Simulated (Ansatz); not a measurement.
Here is an Ansatz 0.2.0 calculation.

input.yaml

```yaml
crystal:
  lattice:
    - [2.8584044518, 0.0, 0.0]
    - [-1.4292022259, 2.4754508696, 0.0]
    - [0.0, 0.0, 6.532504]
  atoms:
    - { symbol: Pt, position: [0.6666666667, 0.3333333333, 0.316206] }
    - { symbol: Pt, position: [0.3333333333, 0.6666666667, 0.683794] }
    - { symbol: Mn, position: [0.0, 0.0, 0.0], spin: 5.5 }
hamiltonian:
  xc: pbe
  pseudopotentials: { kind: paw }
magnetization:
  spin_polarized: true
kpoints:
  mp_grid: { grid: [11, 11, 4] }
scf:
  occupations: { method: fermi_dirac, width: 0.05 }
output:
  forces: true
  stress: true
  eigenvalues: true
```

Potentials or basis: Ansatz PAW.

Command:

```bash
$ ansatz run input.yaml --threads 2 --pin off --max-ram 5120MiB --backend cpu --events-out ev --progress --plain --runs-dir out
```

(1) Estimate the site moments.

(2) What does it give for the absolute moment?

Answers

(1) Pt +0.32; Mn +3.74 μB.

(2) 4.65 μB per cell.
